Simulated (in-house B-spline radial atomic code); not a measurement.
# Ge¹⁰⁺: ionisation energy by several methods

Aim: the ionisation energy of Ge¹⁰⁺ by several methods, each as the difference of two self-consistent energies (Ge¹⁰⁺ and the next ion, [Ar] 3d3).

Program: in-house B-spline radial atomic code version 1. Level of theory: non-relativistic, several functionals, spin-polarised, exact exchange averaged over the configuration; spherical all-electron atom at the radial basis limit. These are calculated values, not measurements, unless marked.

### Step 1. Starting point

| Property | Result |
| --- | --- |
| element | germanium (Z = 32) |
| charge | +10 |
| electrons | 22 |
| configuration | [Ar] 3d4 |
| nucleus | point |

Outer shells as boxes (Hund's rule):

[Ar] 3d4
```
[Ar] core
3d [↑ ][↑ ][↑ ][↑ ][  ]
```

Where spins are not typed, each open shell is filled with up spins first.

### Step 2. PBE0, a global hybrid

The run's settings:

```ini
Z = 32
electrons = 22.0
configuration = [Ar] 3d4
hamiltonian = nr
method = pbe0
spin_polarised = True
exact_exchange = averaged over the configuration
```

Command:

```console
> python run_scf.py task.json out
```

One command runs all members of the session, one after another, from task.json.

The program writes no log. Results of the run, from its result record (rounded, main fields):

```text
{
  "status": "converged",
  "scf [iteration, energy, orbital gradient]": [
    [1, -2016.46845207, 1.26],
    [2, -2033.79491273, 0.513],
    [3, -2036.07822834, 0.184],
    [4, -2036.35285696, 0.0629],
    [5, -2036.38117485, 0.0198],
    [6, -2036.38567971, 0.00055],
    [7, -2036.38568198, 3.35e-05],
    [8, -2036.38568199, 2.71e-06],
    [9, -2036.38568199, 3.66e-08]
  ],
  "energy [hartree]": {"total": -2036.38568199, "kinetic": 2035.42734472, "nuclear": -4657.77056229, "coulomb": 656.179057199, "exact_exchange": -17.2134012892, "xc": -53.0081203231},
  "orbitals [hartree, bohr; first row names the columns]": [
    ["name", "occ", "eps", "<r>", "<r^2>", "<1/r>", "r_max", "density_at_nucleus", "spin_orbit_zeta"],
    ["1s up", 1.0, -408.89959, 0.047859, 0.0030685, 31.501, 0.031588, 10115.0, "-"],
    ["1s down", 1.0, -408.89856, 0.047858, 0.0030684, 31.501, 0.031588, 10115.0, "-"],
    ["2s up", 1.0, -59.977934, 0.21349, 0.053648, 6.9301, 0.17946, 972.84, "-"],
    ["2s down", 1.0, -59.757207, 0.21296, 0.053369, 6.9483, 0.17922, 978.04, "-"],
    ["2p up", 3.0, -54.439757, 0.18518, 0.041913, 6.8894, 0.14284, "-", 0.74839],
    ["2p down", 3.0, -54.259693, 0.18456, 0.041603, 6.9072, 0.1426, "-", 0.75266],
    ["3s up", 1.0, -15.217976, 0.59048, 0.39788, 2.4126, 0.53265, 172.81, "-"],
    ["3s down", 1.0, -14.876627, 0.59409, 0.40278, 2.3907, 0.53416, 168.87, "-"],
    ["3p up", 3.0, -13.336317, 0.58938, 0.40213, 2.3252, 0.52233, "-", 0.12291],
    ["3p down", 3.0, -12.96078, 0.59439, 0.40904, 2.299, 0.52448, "-", 0.1193],
    ["3d up", 4.0, -10.166123, 0.56627, 0.38058, 2.1523, 0.45197, "-", 0.013006]
  ],
  "sum_r [bohr^k]": {"-1": 145.5553, "1": 8.632346, "2": 5.120237},
  "density_at_nucleus [bohr^-3]": 22521.92,
  "spin_density_at_nucleus [bohr^-3]": -1.42698,
  "mass_velocity [hartree]": -81.48735,
  "darwin [hartree]": 60.28453,
  "radius_at_0.001 [bohr]": 1.701,
  "radius_enclosing_fraction [bohr]": {"0.5": 0.3427, "0.9": 0.7786, "0.99": 1.159},
  "slater [hartree]": {
    "F0(3p up,3p up)": 1.5273,
    "F2(3p up,3p up)": 0.77383,
    "F0(3p up,3p down)": 1.5209,
    "F2(3p up,3p down)": 0.77106,
    "F0(3p up,3d up)": 1.5537,
    "F2(3p up,3d up)": 0.75876,
    "G1(3p up,3d up)": 0.88679,
    "G3(3p up,3d up)": 0.56587,
    "F0(3p down,3p down)": 1.5147,
    "F2(3p down,3p down)": 0.76838,
    "F0(3p down,3d up)": 1.547,
    "F2(3p down,3d up)": 0.75556,
    "F0(3d up,3d up)": 1.6035,
    "F2(3d up,3d up)": 0.79867,
    "F4(3d up,3d up)": 0.50948
  },
  "ionisation_energy [hartree]": 10.6589041
}
```

Wall time 0.64 s (1 thread, shared host).

The run also solves the next ion with the same method; the record keeps the difference, ionisation_energy. radius_at_0.001 is where the density falls to 0.001 electrons per bohr³.

Radial density 4πr²n(r) and radial functions P(r) = rR(r):

```
r (bohr)     4πr²n  3p down   3d up
 0.00295     2.039   0.0033  0.0000
 0.00417     3.768   0.0064  0.0000
 0.00589     6.735   0.0125  0.0001
 0.00832     11.51   0.0239  0.0003
  0.0117     18.35   0.0448  0.0008
  0.0166     27.08   0.0834  0.0021
  0.0234     35.14   0.1486  0.0056
  0.0331     38.99   0.2546  0.0143
  0.0467     36.38   0.4073  0.0351
  0.0660     32.06   0.5941  0.0823
  0.0932     35.50   0.7500  0.1802
   0.132     44.61   0.7402  0.3637
   0.186     41.08   0.4040  0.6484
   0.262     24.79  -0.2897  1.0009
   0.370     20.55  -1.0707  1.2902
   0.523     23.94  -1.4250  1.3142
   0.739     13.83  -1.1096  0.9881
    1.04     2.988  -0.5099  0.5039
    1.47    0.1852  -0.1188  0.1480
    2.08  0.002269  -0.0109  0.0196
```

Clear maxima of the radial density (full grid of the record): 0.033, 0.16, 0.52 bohr.

### Step 3. BHandHLYP, a global hybrid

Settings: those of step 2 with these lines changed.

```diff
@@ -4,3 +4,3 @@
 hamiltonian = nr
-method = pbe0
+method = bhandhlyp
 spin_polarised = True
```

From the record:

```text
{
  "status": "converged",
  "iterations": 9,
  "energy [hartree]": {"total": -2036.69152226, "kinetic": 2035.76084849, "nuclear": -4658.11756683, "coulomb": 655.999111301, "exact_exchange": -34.4316764834, "xc": -35.9022387356},
  "orbitals [hartree, bohr; first row names the columns]": [
    ["name", "occ", "eps", "<r>"],
    ["1s up", 1.0, -411.04533, 0.047854],
    ["1s down", 1.0, -411.04331, 0.047853],
    ["2s up", 1.0, -60.768502, 0.21332],
    ["2s down", 1.0, -60.518538, 0.21273],
    ["2p up", 3.0, -55.109138, 0.18515],
    ["2p down", 3.0, -54.888572, 0.18441],
    ["3s up", 1.0, -15.53982, 0.59003],
    ["3s down", 1.0, -15.135508, 0.59403],
    ["3p up", 3.0, -13.596466, 0.58927],
    ["3p down", 3.0, -13.127916, 0.59507],
    ["3d up", 4.0, -10.358179, 0.56639]
  ],
  "sum_r [bohr^k]": {"-1": 145.5662, "1": 8.633062, "2": 5.121891},
  "ionisation_energy [hartree]": 10.6611784
}
```

It took 0.37 s on 1 thread, shared host.

### Step 4. r2SCAN0, a global hybrid

Settings: those of step 3 with these lines changed.

```diff
@@ -4,3 +4,3 @@
 hamiltonian = nr
-method = bhandhlyp
+method = r2scan0
 spin_polarised = True
```

From the record:

```text
{
  "status": "converged",
  "iterations": 8,
  "energy [hartree]": {"total": -2036.61580415, "kinetic": 2035.66944563, "nuclear": -4658.0122267, "coulomb": 656.193922709, "exact_exchange": -17.2179285629, "xc": -53.2490172181},
  "orbitals [hartree, bohr; first row names the columns]": [
    ["name", "occ", "eps", "<r>"],
    ["1s up", 1.0, -409.74443, 0.047867],
    ["1s down", 1.0, -409.74393, 0.047866],
    ["2s up", 1.0, -60.319327, 0.21332],
    ["2s down", 1.0, -60.052452, 0.21268],
    ["2p up", 3.0, -54.693495, 0.18518],
    ["2p down", 3.0, -54.479956, 0.18445],
    ["3s up", 1.0, -15.36485, 0.58964],
    ["3s down", 1.0, -14.968179, 0.59431],
    ["3p up", 3.0, -13.436072, 0.58891],
    ["3p down", 3.0, -12.998561, 0.59501],
    ["3d up", 4.0, -10.198693, 0.56603]
  ],
  "sum_r [bohr^k]": {"-1": 145.5629, "1": 8.630484, "2": 5.114979},
  "ionisation_energy [hartree]": 10.6855202
}
```

It took 0.46 s on 1 thread, shared host.

Meta-GGA runs start from a PBE run whose iterations are not counted.

### Step 5. CAM-B3LYP, a range-separated hybrid

Settings: those of step 4 with these lines changed.

```diff
@@ -4,3 +4,3 @@
 hamiltonian = nr
-method = r2scan0
+method = camb3lyp
 spin_polarised = True
```

From the record:

```text
{
  "status": "converged",
  "iterations": 9,
  "energy [hartree]": {"total": -2036.71852331, "kinetic": 2035.75817312, "nuclear": -4658.12356649, "coulomb": 656.163614792, "exact_exchange": -14.8668499717, "xc": -55.6498947528},
  "orbitals [hartree, bohr; first row names the columns]": [
    ["name", "occ", "eps", "<r>"],
    ["1s up", 1.0, -408.58033, 0.047859],
    ["1s down", 1.0, -408.5791, 0.047858],
    ["2s up", 1.0, -59.884095, 0.21356],
    ["2s down", 1.0, -59.673708, 0.21308],
    ["2p up", 3.0, -54.385747, 0.18517],
    ["2p down", 3.0, -54.216533, 0.18461],
    ["3s up", 1.0, -15.21243, 0.59089],
    ["3s down", 1.0, -14.887809, 0.59441],
    ["3p up", 3.0, -13.3506, 0.58962],
    ["3p down", 3.0, -12.998259, 0.59438],
    ["3d up", 4.0, -10.20157, 0.56642]
  ],
  "sum_r [bohr^k]": {"-1": 145.5664, "1": 8.634645, "2": 5.126042},
  "ionisation_energy [hartree]": 10.6575322
}
```

It took 0.58 s on 1 thread, shared host.

### Step 6. TPSSh, a global hybrid

Settings: those of step 5 with these lines changed.

```diff
@@ -4,3 +4,3 @@
 hamiltonian = nr
-method = camb3lyp
+method = tpssh
 spin_polarised = True
```

From the record:

```text
{
  "status": "converged",
  "iterations": 7,
  "energy [hartree]": {"total": -2036.64131563, "kinetic": 2035.68032045, "nuclear": -4657.90413128, "coulomb": 656.177562475, "exact_exchange": -6.88525483075, "xc": -63.7098124389},
  "orbitals [hartree, bohr; first row names the columns]": [
    ["name", "occ", "eps", "<r>"],
    ["1s up", 1.0, -408.24704, 0.047838],
    ["1s down", 1.0, -408.24651, 0.047837],
    ["2s up", 1.0, -59.61375, 0.21339],
    ["2s down", 1.0, -59.428872, 0.21294],
    ["2p up", 3.0, -54.089515, 0.18515],
    ["2p down", 3.0, -53.938871, 0.18466],
    ["3s up", 1.0, -15.073012, 0.59037],
    ["3s down", 1.0, -14.759748, 0.59388],
    ["3p up", 3.0, -13.202376, 0.58953],
    ["3p down", 3.0, -12.870441, 0.5943],
    ["3d up", 4.0, -10.043921, 0.56687]
  ],
  "sum_r [bohr^k]": {"-1": 145.5595, "1": 8.634637, "2": 5.123044},
  "ionisation_energy [hartree]": 10.6497967
}
```

It took 0.4 s on 1 thread, shared host.

### Step 7. ωB97X, a range-separated hybrid

Settings: those of step 6 with these lines changed.

```diff
@@ -4,3 +4,3 @@
 hamiltonian = nr
-method = tpssh
+method = wb97x
 spin_polarised = True
```

From the record:

```text
{
  "status": "converged",
  "iterations": 9,
  "energy [hartree]": {"total": -2036.77916156, "kinetic": 2035.94573852, "nuclear": -4658.55293339, "coulomb": 656.402377645, "exact_exchange": -13.8382951201, "xc": -56.7360492095},
  "orbitals [hartree, bohr; first row names the columns]": [
    ["name", "occ", "eps", "<r>"],
    ["1s up", 1.0, -408.31536, 0.047855],
    ["1s down", 1.0, -408.31486, 0.047854],
    ["2s up", 1.0, -59.827208, 0.21352],
    ["2s down", 1.0, -59.626297, 0.213],
    ["2p up", 3.0, -54.328511, 0.18518],
    ["2p down", 3.0, -54.171414, 0.18459],
    ["3s up", 1.0, -15.230395, 0.59029],
    ["3s down", 1.0, -14.921693, 0.59406],
    ["3p up", 3.0, -13.368835, 0.58881],
    ["3p down", 3.0, -13.032864, 0.59386],
    ["3d up", 4.0, -10.220035, 0.56482]
  ],
  "sum_r [bohr^k]": {"-1": 145.5798, "1": 8.623162, "2": 5.103566},
  "ionisation_energy [hartree]": 10.644146
}
```

It took 0.58 s on 1 thread, shared host.

### Step 8. All methods side by side

| method | rung | total energy (hartree) | ΔSCF (eV) | −ε highest (eV) | ΔSCF less tabulated (eV) |
| --- | --- | --- | --- | --- | --- |
| PBE0 | global hybrid | -2036.3857 | 290.04 | 276.63 (3d up) | +4.04 |
| BHandHLYP | global hybrid | -2036.6915 | 290.11 | 281.86 (3d up) | +4.11 |
| r2SCAN0 | global hybrid | -2036.6158 | 290.77 | 277.52 (3d up) | +4.77 |
| TPSSh | global hybrid | -2036.6413 | 289.80 | 273.31 (3d up) | +3.80 |
| CAM-B3LYP | range-separated hybrid | -2036.7185 | 290.01 | 277.60 (3d up) | +4.01 |
| ωB97X | range-separated hybrid | -2036.7792 | 289.64 | 278.10 (3d up) | +3.64 |

**Reading.** Against the tabulated ionisation energy, 286 ± 3 eV (tabulated theoretical; NIST Atomic Spectra Database), the best here is ωB97X (+3.64 eV) and the worst r2SCAN0 (+4.77 eV, or 1.7 %). All methods miss on the same side by much the same amount, which points to something that they share. These runs lack relativity altogether, which can outweigh the gaps between the methods, so the nearest may be so by luck. These runs leave out relativity, which matters at this nuclear charge. Open shells are averaged (over orientations, and over spins where the run is restricted), while tables refer to the lowest levels.

What each method cost (CPU seconds, one thread, shared host; runs marked * also made radial tables):

| method | CPU time | miss (eV) |
| --- | --- | --- |
| BHandHLYP* | 0.35 s | +4.11 |
| TPSSh | 0.39 s | +3.80 |
| r2SCAN0* | 0.44 s | +4.77 |
| ωB97X | 0.54 s | +3.64 |
| CAM-B3LYP | 0.55 s | +4.01 |
| PBE0* | 0.61 s | +4.04 |
